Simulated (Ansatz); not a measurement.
# TiH₄Se₄: small, medium and large basis sets

An exercise on one series of results from a longer session: the logs are not shown, and one member is left open.

Method: one geometry, several basis sets; program: Ansatz 0.2.0, Gaussian basis.

Levels to be run: PBE0-D4/def2-SVP; ωB97M-V/def2-SVP; PBE0-D4/def2-QZVPP; ωB97M-V/def2-QZVPP; the functionals' def2-TZVPP values are taken from earlier runs.

## The relaxed structure

All runs share one geometry, relaxed beforehand with PBE0-D4 in a triple-zeta def2 set.

9 atoms, charge 0, spin multiplicity 1.

Atoms are counted from 1 here; the program's logs count them from 0.

Bond lengths: Se1–Ti2 2.397 Å, Se1–H6 1.473 Å, Ti2–Se3 2.397 Å, Ti2–Se4 2.406 Å, Ti2–Se5 2.406 Å, Se3–H7 1.473 Å, Se4–H8 1.476 Å, Se5–H9 1.476 Å. Angles: Ti2–Se1–H6 89.7°, Se1–Ti2–Se3 105.2°, Se1–Ti2–Se4 106.8°, Se1–Ti2–Se5 113.7°, Se3–Ti2–Se4 113.8°, Se3–Ti2–Se5 106.6°, Se4–Ti2–Se5 110.8°, Ti2–Se3–H7 89.7°, Ti2–Se4–H8 88.0°, Ti2–Se5–H9 88.1°.

Set-up of the first run:

The input, in.yaml:

```yaml
crystal:
  periodic: [false, false, false]
  atoms:
    - {symbol: Se, position_ang: [-0.490577, 1.351396, -2.191050]}
    - {symbol: Ti, position_ang: [0.200078, 0.093636, -0.270568]}
    - {symbol: Se, position_ang: [2.544246, -0.296127, -0.586101]}
    - {symbol: Se, position_ang: [-1.124405, -1.914921, -0.243008]}
    - {symbol: Se, position_ang: [-0.024125, 1.293187, 1.802956]}
    - {symbol: H, position_ang: [-1.330005, 2.196891, -1.324704]}
    - {symbol: H, position_ang: [2.386689, -1.651973, -0.031755]}
    - {symbol: H, position_ang: [-0.593211, -2.185185, 1.107211]}
    - {symbol: H, position_ang: [-1.480190, 1.066898, 1.720022]}
basis:
  gaussian: {orbitals: def2-SVP}
hamiltonian: {xc: pbe0, dispersion: d4}
output: {orbitals: {seedname: orbitals}}
```

On the command line:

```
$ ansatz run in.yaml --threads 2 --pin off --events-out ev --progress --plain --max-ram 32768MiB --backend cpu
```

Among the steps run: PBE0-D4 in def2-SVP; ωB97M-V in def2-SVP; PBE0-D4 in def2-QZVPP; ωB97M-V in def2-QZVPP.

One of the session's tables, all rows but one given; the rest of the session is left out.

It belongs to the step «Functionals by basis». 

| functional | basis | HOMO (eV) | LUMO (eV) |
| --- | --- | --- | --- |
| PBE0-D4 | def2-SVP | -7.31 | -3.04 |
| PBE0-D4 | def2-TZVPP | -7.39 | -3.07 |
| PBE0-D4 | def2-QZVPP | -7.40 | -3.09 |
| ωB97M-V | def2-SVP | ? | ? |
| ωB97M-V | def2-TZVPP | -9.47 | -1.05 |
| ωB97M-V | def2-QZVPP | -9.48 | -1.07 |

Estimate the missing values for ωB97M-V, def2-SVP.

**Answer.** HOMO (eV): -9.36; LUMO (eV): -0.97. In the column «HOMO (eV)» it lies between ωB97M-V, def2-TZVPP (-9.47) and PBE0-D4, def2-QZVPP (-7.40).
